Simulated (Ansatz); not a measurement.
# BCl2FH2: the cost of one run

Method: RKS revPBE-D4/def2-SVP, in Ansatz 0.2.0.

### Step 1. The starting structure

Bond lengths: B1–F2 1.670 Å, B1–Cl3 1.860 Å, B1–Cl4 1.860 Å. Angles: F2–B1–Cl3 120.0°, F2–B1–Cl4 120.0°, Cl3–B1–Cl4 120.0°.

Structure file:

```xyz
6

B     0.0000    0.0000    0.0000
F     0.0000    0.0000    1.6700
Cl    1.6108    0.0000   -0.9300
Cl   -1.6108    0.0000   -0.9300
H     0.0623   -1.4126    0.4698
H     0.0491   -1.1133    1.3144
```

### Step 2. A restrained relaxation towards end A

Springs on the bonds that form and break draw the guess towards this end; the thresholds are loose.

File input.yaml:

```yaml
crystal:
  periodic: [false, false, false]
  atoms:
    - { symbol: B, position_ang: [0.0, 0.0, 0.0] }
    - { symbol: F, position_ang: [0.0, 0.0, 1.67] }
    - { symbol: Cl, position_ang: [1.6108, 0.0, -0.93] }
    - { symbol: Cl, position_ang: [-1.6108, 0.0, -0.93] }
    - { symbol: H, position_ang: [0.0623, -1.4126, 0.4698] }
    - { symbol: H, position_ang: [0.0491, -1.1133, 1.3144] }
basis:
  gaussian: { orbitals: def2-SVP }
hamiltonian:
  xc: revpbe
  dispersion: d4
relax:
  f_tol: 0.15
  max_steps: 25
  restrain:
    - { distance: [0, 4], at: 2.39, k: 30.0 }
    - { distance: [5, 1], at: 2.12, k: 30.0 }
    - { distance: [0, 1], at: 1.32, k: 30.0 }
    - { distance: [5, 4], at: 0.66, k: 30.0 }
```

Run with:

```sh
$ ansatz run input.yaml --threads 1 --pin off --max-ram 2048MiB --backend cpu --events-out ev --progress --plain --runs-dir out
```

**Question.** How long does this run take on 1 thread of Arm Neoverse V2, shared host, and how much memory does it need?

About 16 s, with a peak of 0.13 GiB.
